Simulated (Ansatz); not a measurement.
# NbTe: the cost of one run

Computed with the Python package of Ansatz 0.2.0. Level of theory: DFT PBE, plane waves, PAW.

## 1. The system

Symmetry: P-6m2, No. 187, hexagonal system. Conventional cell: a = 3.703 Å, b = 3.703 Å, c = 3.694 Å, α = 90.00°, β = 90.00°, γ = 120.00°. Nb (site symmetry -6m2) has 6 Te at 2.83 Å in its first shell of neighbours. Te (site symmetry -6m2) is surrounded by 6 Nb at 2.83 Å.

The script holds or builds the structure itself.

## 2. The script

File nbte_eos.py:

```python
import ansatz
from ase.eos import EquationOfState
from ase.units import GPa
import numpy as np

vectors0 = np.array([
    [3.702974, 0.0, 0.0],
    [-1.851487, 3.20687, 0.0],
    [0.0, 0.0, 3.694211],
])
sites = [
    ("Nb", [0.0, 0.0, 0.5]),
    ("Te", [2 / 3, 1 / 3, 0.0]),
]


def build(cell):
    crystal = ansatz.Crystal(lattice=ansatz.Lattice.of(cell))
    for symbol, position in sites:
        crystal = crystal.atom(symbol, position)
    return crystal


def main() -> None:
    volumes, energies = [], []
    for scale in np.linspace(0.88, 1.12, 7):
        cell = vectors0 * scale ** (1 / 3)
        base = (
            build(cell).calculation()
            .pseudopotentials("paw")
            .basis(450)
            .occupations("Gaussian", width=0.1)
            .kpoints(9, 9, 8)
        )
        summary = base.run(threads=1).report
        volumes.append(abs(np.linalg.det(cell)) / len(sites))
        energies.append(summary["free_energy_ev"] / len(sites))
        print(f"V = {volumes[-1]:8.4f} A^3/atom  F = {energies[-1]:.5f} eV/atom")

    eos = EquationOfState(volumes, energies, eos="birchmurnaghan")
    v0, e0, bulk = eos.fit()
    print(f"V0 = {v0:.4f} A^3/atom, E0 = {e0:.5f} eV/atom, B = {bulk / GPa:.1f} GPa")


if __name__ == "__main__":
    main()
```

## 3. The input behind the calls

The package turns the script's settings into the engine's input (first run):

```yaml
crystal:
  lattice:
    - [3.5485006307574416, 0.0, 0.0]
    - [-1.7742503153787208, 3.073092119403786, 0.0]
    - [0.0, 0.0, 3.5401031883159533]
  atoms:
    - { symbol: Nb, position: [0.0, 0.0, 0.5] }
    - { symbol: Te, position: [0.6666666666666666, 0.3333333333333333, 0.0] }
basis:
  ecutwfc: 450.0
kpoints:
  mp_grid:
    grid: [9, 9, 8]
hamiltonian:
  pseudopotentials:
    kind: paw
scf:
  occupations:
    method: gaussian
    width: 0.1
```

## 4. Running it

On the command line:

```sh
python nbte_eos.py
```

**Question.** How long does this script take on 1 thread of Intel Xeon Platinum 8375C at 2.90GHz (Ice Lake), shared host, and how much memory does it need?

About 20 s, with a peak of 0.45 GiB.
